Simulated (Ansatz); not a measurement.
# C₂H₄FNSi: up Jacob's ladder to CCSD(T)

One table from this session's results is given with a row withheld; the runs are named, their logs left out.

The runs use Ansatz 0.2.0, Gaussian basis; functionals in def2-TZVPP, the program's frozen cores in correlated methods.

Plan: LDA (SPW92), PBE-D4, revPBE-D4, BLYP-D4, r2SCAN-D4, B97M-V, PBE0-D4, B3LYP-D4, r2SCANh-D4, r2SCAN0-D4, HSE06-D4, BHLYP-D4, CAM-B3LYP-D4, LC-ωPBE, ωB97X-V, ωB97M-V, B2PLYP, PBE-QIDH; CCSD(T)/def2-SVP; CCSD(T)/def2-TZVPP; MP2/def2-QZVPP; extrapolation to the limit; RPA on PBE.

## The geometry

All runs share one geometry, relaxed beforehand with PBE0-D4 in a triple-zeta def2 set.

SMILES `N=C1[SiH2]C1F`, 9 atoms, charge 0, spin multiplicity 1.

Atoms are counted from 1 here; the program's logs count them from 0.

Bond lengths: N1–C2 1.258 Å, N1–H6 1.020 Å, C2–Si3 1.875 Å, C2–C4 1.477 Å, Si3–C4 1.901 Å, Si3–H7 1.479 Å, Si3–H8 1.482 Å, C4–F5 1.358 Å, C4–H9 1.097 Å. Angles: C2–N1–H6 111.3°, N1–C2–Si3 149.7°, N1–C2–C4 133.9°, Si3–C2–C4 67.9°, C2–Si3–C4 46.1°, C2–Si3–H7 113.8°, C2–Si3–H8 127.3°, C4–Si3–H7 121.2°, C4–Si3–H8 117.3°, H7–Si3–H8 114.5°, C2–C4–Si3 66.0°, C2–C4–F5 122.1°, C2–C4–H9 111.1°, Si3–C4–F5 131.6°, Si3–C4–H9 106.8°, F5–C4–H9 111.5°.

The first run:

Input file in.yaml:

```yaml
crystal:
  periodic: [false, false, false]
  atoms:
    - {symbol: N, position_ang: [-0.318948, 1.477831, -1.283416]}
    - {symbol: C, position_ang: [-0.249800, 0.436707, -0.581083]}
    - {symbol: Si, position_ang: [0.773782, -0.941656, 0.172492]}
    - {symbol: C, position_ang: [-0.705293, 0.086905, 0.780097]}
    - {symbol: F, position_ang: [-0.813925, 1.014055, 1.766135]}
    - {symbol: H, position_ang: [0.253553, 1.396715, -2.123844]}
    - {symbol: H, position_ang: [2.163172, -0.547189, 0.490060]}
    - {symbol: H, position_ang: [0.569461, -2.400909, 0.017072]}
    - {symbol: H, position_ang: [-1.583602, -0.568759, 0.745487]}
basis:
  gaussian: {orbitals: def2-TZVPP}
hamiltonian: {xc: lda}
output: {orbitals: {seedname: orbitals}}
```

On the command line:

```
ansatz run in.yaml --threads 2 --pin off --events-out ev --progress --plain --max-ram 4352MiB
```

Steps of the session up to this table: LDA; PBE-D4 (GGA); revPBE-D4 (GGA); BLYP-D4 (GGA); r2SCAN-D4 (meta-GGA); B97M-V (meta-GGA); B3LYP-D4 (hybrid); r2SCANh-D4 (hybrid); r2SCAN0-D4 (hybrid); HSE06-D4 (hybrid); BHLYP-D4 (hybrid); CAM-B3LYP-D4 (range-separated); LC-ωPBE (range-separated); ωB97X-V (range-separated); ωB97M-V (range-separated); B2PLYP (double hybrid); PBE-QIDH (double hybrid).

One of the session's tables, all rows but one given; the rest of the session is left out.

It belongs to the step «Frontier levels by functional». 

```
  functional  HOMO (eV)  LUMO (eV)  gap (eV)
 LDA (SPW92)      -5.81      -2.76      3.05
      PBE-D4      -5.69      -2.53      3.15
   revPBE-D4      -5.63      -2.45      3.18
     BLYP-D4      -5.57      -2.36      3.22
   r2SCAN-D4      -5.91      -2.37      3.54
      B97M-V      -6.05      -2.31      3.73
     PBE0-D4      -6.95      -1.54      5.41
    B3LYP-D4      -6.74      -1.72      5.02
  r2SCANh-D4          ?          ?         ?
  r2SCAN0-D4      -7.10      -1.46      5.65
    HSE06-D4      -6.55      -1.92      4.63
    BHLYP-D4      -8.15      -0.40      7.75
CAM-B3LYP-D4      -8.28      -0.34      7.94
     LC-ωPBE      -9.56       0.78     10.34
     ωB97X-V      -9.24       0.72      9.96
     ωB97M-V      -9.13       0.59      9.72
```

Q: Estimate the row for r2SCANh-D4 from the others.

Worked estimate for «HOMO (eV)». Against the share of exact exchange, r2SCAN-D4 (0, -5.91), r2SCAN0-D4 (0.25, -7.10) give a slope of -4.76 per unit share; at 0.1 the line stands at -6.39.

The run gave: HOMO (eV): -6.39; LUMO (eV): -2.01; gap (eV): 4.38. In «HOMO (eV)» the line misses by 0.00.
